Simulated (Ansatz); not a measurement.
# C₃H₇AlS: one species, many methods

An exercise on one series of results from a longer session: the logs are not shown, and one member is left open.

Program: Ansatz 0.2.0, Gaussian basis. Level of theory: functionals in def2-TZVPP, the program's frozen cores in correlated methods. These are calculated values, not measurements.

The runs, in order: PBE-D4, r2SCAN-D4, PBE0-D4, B3LYP-D4, ωB97X-V, ωB97M-V, B2PLYP; CCSD(T)/def2-TZVPP; MP2/def2-QZVPP; extrapolation to the limit.

## Structure used throughout

All runs share one geometry, relaxed beforehand with PBE0-D4 in a triple-zeta def2 set.

12 atoms, charge 0, spin multiplicity 1.

Atoms are counted from 1 here; the program's logs count them from 0.

Bond lengths: C1–C2 1.486 Å, C1–H6 1.096 Å, C1–H7 1.092 Å, C1–H8 1.089 Å, C2–C3 1.353 Å, C2–H9 1.089 Å, C3–S4 1.774 Å, C3–H10 1.088 Å, S4–Al5 2.230 Å, Al5–H11 1.580 Å, Al5–H12 1.581 Å. Angles: C2–C1–H6 108.5°, C2–C1–H7 111.6°, C2–C1–H8 111.8°, H6–C1–H7 107.0°, H6–C1–H8 108.5°, H7–C1–H8 109.3°, C1–C2–C3 127.2°, C1–C2–H9 116.5°, C3–C2–H9 116.0°, C2–C3–S4 125.7°, C2–C3–H10 117.9°, S4–C3–H10 116.2°, C3–S4–Al5 67.4°, S4–Al5–H11 118.1°, S4–Al5–H12 118.2°, H11–Al5–H12 123.2°.

Set-up of the first run:

Input file in.yaml:

```yaml
crystal:
  periodic: [false, false, false]
  atoms:
    - {symbol: C, position_ang: [-0.945505, 0.468843, 1.169221]}
    - {symbol: C, position_ang: [0.464495, 0.173801, 0.802883]}
    - {symbol: C, position_ang: [1.117264, 0.561759, -0.316495]}
    - {symbol: S, position_ang: [0.367873, 1.274778, -1.757722]}
    - {symbol: Al, position_ang: [0.012447, -0.921840, -1.604349]}
    - {symbol: H, position_ang: [-0.945805, 1.168610, 2.012682]}
    - {symbol: H, position_ang: [-1.470997, -0.428999, 1.500249]}
    - {symbol: H, position_ang: [-1.491664, 0.922138, 0.342884]}
    - {symbol: H, position_ang: [1.068934, -0.325071, 1.558526]}
    - {symbol: H, position_ang: [2.184943, 0.364214, -0.377479]}
    - {symbol: H, position_ang: [-1.424232, -1.413651, -1.167981]}
    - {symbol: H, position_ang: [1.139250, -1.899782, -2.128317]}
basis:
  gaussian: {orbitals: def2-TZVPP}
hamiltonian: {xc: pbe, dispersion: d4}
output: {forces: true, orbitals: {seedname: orbitals}}
```

Command:

```console
ansatz run in.yaml --threads 4 --pin off --events-out ev --progress --plain --max-ram 10444MiB
```

Among the steps run: PBE-D4 (GGA); r2SCAN-D4 (meta-GGA); PBE0-D4 (hybrid); B3LYP-D4 (hybrid); ωB97X-V (range-separated); ωB97M-V (range-separated); B2PLYP (double hybrid); CCSD(T) in def2-TZVPP; MP2 in def2-QZVPP.

One of the session's tables, all rows but one given; the rest of the session is left out.

```
            method  atomisation energy (kJ/mol)
            PBE-D4                       4467.7
         r2SCAN-D4                       4413.1
           PBE0-D4                       4410.9
          B3LYP-D4                       4378.3
           ωB97X-V                       4398.0
           ωB97M-V                       4405.1
            B2PLYP                       4329.6
     HF/def2-TZVPP                       3251.2
    MP2/def2-TZVPP                       4335.4
   CCSD/def2-TZVPP                       4209.0
CCSD(T)/def2-TZVPP                       4277.3
           MP2/CBS                       4444.0
       CCSD(T)/CBS                            ?
```

Q: Estimate the row for CCSD(T)/CBS from the others.

As computed: atomisation energy (kJ/mol): 4385.8. In the column «atomisation energy (kJ/mol)» it lies between B3LYP-D4 (4378.3) and ωB97X-V (4398.0).
